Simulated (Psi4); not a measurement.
# SiHSF2 (SMILES F[SiH](F)[S]) at 4 levels

Aim: a comparison of 4 runs (UHF/STO-3G, UHF/def2-SVP, UCAM-LDA0/cc-pwCVDZ, USCS-OMP2/aug-pcseg-0) of SiHSF2. 

Program for the calculation: Psi4 1.11.

3 further runs of the same task are left out: 1 that didn't finish, 2 set aside as unsound or not needed.

## Step 1: Starting point

The species is SiHSF2 (5 atoms), meant as a doublet with charge 0. SMILES: `F[SiH](F)[S]`. The coordinates come from a PBE0-D4/def2-TZVP relaxation.

Bond lengths: F1–Si2 1.583 Å, Si2–F3 1.583 Å, Si2–S4 2.103 Å, Si2–H5 1.474 Å. Angles: F1–Si2–F3 105.5°, F1–Si2–S4 111.8°, F3–Si2–S4 111.9°, F1–Si2–H5 110.0°, F3–Si2–H5 110.0°, S4–Si2–H5 107.6°.

## Step 2: A single-point energy at UHF/STO-3G (run 1)

Contents of input.json:

```json
{
  "schema_name": "qcschema_input",
  "schema_version": 1,
  "molecule": {
    "schema_name": "qcschema_molecule",
    "schema_version": 2,
    "symbols": ["F", "Si", "F", "S", "H"],
    "geometry": [-0.55690229, -0.83185744, 2.86369097, 0.16516206, 0.01889726, 0.08843918, 0.15231193, 3.00938885, 0.1428633, -2.37387396, -1.42258583, -2.60838897, 2.70759959, -0.91330464, -0.56483914],
    "molecular_charge": 0,
    "molecular_multiplicity": 2,
    "fix_symmetry": "c1",
    "fix_com": true,
    "fix_orientation": true
  },
  "driver": "energy",
  "model": {
    "method": "scf",
    "basis": "STO-3G"
  },
  "keywords": {
    "reference": "uhf",
    "puream": true,
    "e_convergence": 1e-09,
    "d_convergence": 1e-08,
    "scf_type": "pk",
    "maxiter": 200,
    "scf_properties": ["DIPOLE", "QUADRUPOLE", "MULLIKEN_CHARGES"]
  }
}
```

Launch:

```
$ psi4 --qcschema input.json -n 1 --memory 1600MB
```

stdout:

```text
[...]
  Running in c1 symmetry.
[...]
  Nuclear repulsion =  219.048892468230804
[...]
  Multiplicity = 2
[...]
  Nalpha       = 25
  Nbeta        = 24
[...]
    Number of basis functions: 29
[...]
   @UHF iter   1:  -875.35563046267487   -1.87930e+00   1.18072e-02 DIIS/ADIIS
[...]
   @UHF iter  13:  -875.47409319739302   -4.54747e-13   9.80307e-09 DIIS
[...]
   @S^2 Observed:                7.531218043E-01
[...]
  @UHF Final Energy:  -875.47409319739302
   => Energetics <=
    Nuclear Repulsion Energy =            219.0488924682308038
    One-Electron Energy =               -1660.9642927755548953
    Two-Electron Energy =                 566.4413071099310173
    Total Energy =                       -875.4740931973930174
  UHF NO Occupations:
  HONO-2 :   23  A 1.9999364
  HONO-1 :   24  A 1.9985675
[...]
 Multipole Moments:
 ------------------------------------------------------------------------------------
     Multipole            Electronic (a.u.)      Nuclear  (a.u.)        Total (a.u.)
 ------------------------------------------------------------------------------------
 L = 1.  Multiply by 2.5417464519 to convert [e a0] to [Debye]
 Dipole X            :         36.8575070          -36.6034282            0.2540788
 Dipole Y            :          3.6468941           -3.8123336           -0.1654395
 Dipole Z            :         13.8343848          -14.0019257           -0.1675409
 Magnitude           :                                                    0.3464047
 L = 2.  Multiply by 1.3450342976 to convert [e a0^2] to [Debye ang]
 Quadrupole XX       :       -123.7588399          100.8774876          -22.8813523
 Quadrupole XY       :        -60.9013592           59.8981258           -1.0032334
[...]
```

The result, in JSON:

```text
{
 "driver": "energy",
 "model": {
  "method": "scf",
  "basis": "STO-3G"
 },
 "success": true,
 "return_result": -875.474093197393,
 "properties": {
  "calcinfo_nbasis": 29,
  "calcinfo_nmo": 29,
  "calcinfo_nalpha": 25,
  "calcinfo_nbeta": 24,
  "calcinfo_natom": 5,
  "nuclear_repulsion_energy": 219.0488924682308,
  "return_energy": -875.474093197393,
  "scf_one_electron_energy": -1660.964292775555,
  "scf_two_electron_energy": 566.441307109931,
  "scf_dipole_moment": [0.2540788137922334, -0.16543946102709484, -0.16754094881476433],
  "scf_total_energy": -875.474093197393,
  "scf_iterations": 13
 }
}
```

Run time: 2.3 s. Hardware: 1 thread of Intel Xeon Platinum 8259CL at 2.50GHz (Skylake/Cascade Lake), shared host; peak memory 0.18 GiB.

## Step 3: Energy and forces at UHF/def2-SVP (run 2)

Contents of f2hssi.dat:

```
memory 1600 mb

molecule {
  0 2
  F     -0.294700    -0.440200     1.515400
  Si     0.087400     0.010000     0.046800
  F      0.080600     1.592500     0.075600
  S     -1.256200    -0.752800    -1.380300
  H      1.432800    -0.483300    -0.298900
  symmetry c1
  no_reorient
  no_com
}

set basis def2-SVP
set reference uhf
set puream true
set e_convergence 1e-09
set d_convergence 1e-08
set scf_type pk
set maxiter 200

result, w = gradient("hf", return_wfn=True)
oeprop(w, "WIBERG_LOWDIN_INDICES", "LOWDIN_CHARGES", "QUADRUPOLE", title="HF")
```

Launch:

```
$ psi4 -n 1 f2hssi.dat f2hssi.out
```

f2hssi.out:

```text
[...]
  Running in c1 symmetry.
[...]
  Nuclear repulsion =  219.048892368938851
[...]
  Multiplicity = 2
[...]
  Nalpha       = 25
  Nbeta        = 24
[...]
    Number of basis functions: 69
[...]
   @UHF iter   1:  -885.58852879557867   -8.20294e-01   5.92657e-03 ADIIS/DIIS
[...]
   @UHF iter  15:  -885.67268278781353   -1.09139e-11   9.48441e-09 DIIS
[...]
   @S^2 Observed:                7.575919338E-01
[...]
  @UHF Final Energy:  -885.67268278781353
   => Energetics <=
    Nuclear Repulsion Energy =            219.0488923689388514
    One-Electron Energy =               -1665.5521528177523578
    Two-Electron Energy =                 560.8305776610000066
    Total Energy =                       -885.6726827878135282
  UHF NO Occupations:
  HONO-2 :   23  A 1.9998383
  HONO-1 :   24  A 1.9965376
[...]
  -Total Gradient:
     Atom            X                  Y                   Z
    ------   -----------------  -----------------  -----------------
       1        0.002840478787     0.002057783580    -0.007589417335
       2       -0.013207933539     0.007200447763     0.006621455333
       3        0.000927287845    -0.008374306171    -0.000249001436
       4        0.004751353115     0.001424352837     0.003251137946
       5        0.004688813782    -0.002308278003    -0.002034174507
[...]
```

It took 5.1 s on 1 thread of Intel Xeon Platinum 8259CL at 2.50GHz (Skylake/Cascade Lake), shared host; peak memory 0.23 GiB.

Run 3 isn't shown in full; the table further down has it.

## Step 4: The energy at USCS-OMP2/aug-pcseg-0 (run 4)

Contents of input.dat:

```
memory 1600 mb

molecule {
  0 2
  F     -0.55690229    -0.83185744     2.86369097
  Si     0.16516206     0.01889726     0.08843918
  F      0.15231193     3.00938885     0.14286330
  S     -2.37387396    -1.42258583    -2.60838897
  H      2.70759959    -0.91330464    -0.56483914
  units bohr
  no_reorient
  no_com
}

set basis aug-pcseg-0
set reference uhf
set scf_type pk
set mp2_type conv

result = energy("scs-omp2")
```

Launch:

```
$ psi4 -n 1 input.dat output.dat
```

output.dat:

```text
[...]
  Running in c1 symmetry.
[...]
  Nuclear repulsion =  219.048892468230804
[...]
  Multiplicity = 2
[...]
  Nalpha       = 25
  Nbeta        = 24
[...]
    Number of basis functions: 63
[...]
   @UHF iter   1:  -884.47843055539420   -6.19313e-01   7.30122e-03 ADIIS/DIIS
[...]
   @UHF iter  16:  -884.57495224333547   -1.13687e-12   6.04503e-09 DIIS
[...]
   @S^2 Observed:                7.526260224E-01
[...]
  @UHF Final Energy:  -884.57495224333547
   => Energetics <=
    Nuclear Repulsion Energy =            219.0488924682308038
    One-Electron Energy =               -1662.0070129573177837
    Two-Electron Energy =                 558.3831682457514489
    Total Energy =                       -884.5749522433354741
  UHF NO Occupations:
  HONO-2 :   23  A 1.9996418
  HONO-1 :   24  A 1.9992626
[...]
 Multipole Moments:
 ------------------------------------------------------------------------------------
     Multipole            Electronic (a.u.)      Nuclear  (a.u.)        Total (a.u.)
 ------------------------------------------------------------------------------------
 L = 1.  Multiply by 2.5417464519 to convert [e a0] to [Debye]
 Dipole X            :         37.1751820          -36.6034282            0.5717538
 Dipole Y            :          3.4182319           -3.8123336           -0.3941017
 Dipole Z            :         13.5942511          -14.0019257           -0.4076746
 Magnitude           :                                                    0.8052435
[...]
	SCS-MP2 Total Energy (a.u.)        :  -884.94440004360933
	SOS-MP2 Total Energy (a.u.)        :  -884.93873579465480
[...]
	MP2 Total Energy (a.u.)            :  -884.96456734814842
[...]
	SCS-OMP2 Total Energy (a.u.)       :  -884.95149269633282
	SOS-OMP2 Total Energy (a.u.)       :  -884.91573697514275
[...]
	OMP2 Total Energy (a.u.)           :  -884.96456734809226
[...]
```

Wall time 64 s (1 thread of Intel Xeon Platinum 8259CL at 2.50GHz (Skylake/Cascade Lake), shared host); peak memory 0.28 GiB.

## Step 5: The series

```
run                                  level      task  integrals  energy (Eh)  dipole moment (D)  HOMO energy (eV)  LUMO energy (eV)  wall time
  1                             UHF/STO-3G    energy         pk  -875.474093               0.88             -6.93              5.33      2.3 s
  2                           UHF/def2-SVP  gradient         pk  -885.672683               1.35            -11.02             -0.63      5.1 s
  3  UCAM-LDA0/cc-pwCVDZ (density fitting)    energy         df  -885.773153               1.22             -9.23             -4.90      8.7 s
  4                  USCS-OMP2/aug-pcseg-0    energy         pk  -884.951493                  –            -11.63             -1.76       64 s
```

## Step 6: Outcome

| quantity | value |
| --- | --- |
| run 4: total energy | -884.95149 Eh |
| run 4: HOMO energy (Hartree–Fock orbitals) (highest over α and β) | -11.63 eV |
| run 4: LUMO energy (Hartree–Fock orbitals) (lowest over α and β) | -1.76 eV |
| run 4: correlation energy | -376.5 mEh |
| run 4: ⟨S²⟩ of the reference determinant | 0.753 |

**Reading.** Over runs 1, 2, 3 the dipole moment (its size) runs from 0.88 D (UHF/STO-3G) to 1.35 D (UHF/def2-SVP). In run 1 the basis is minimal, so the values are rough. All runs together took 80 s, the longest 64 s.
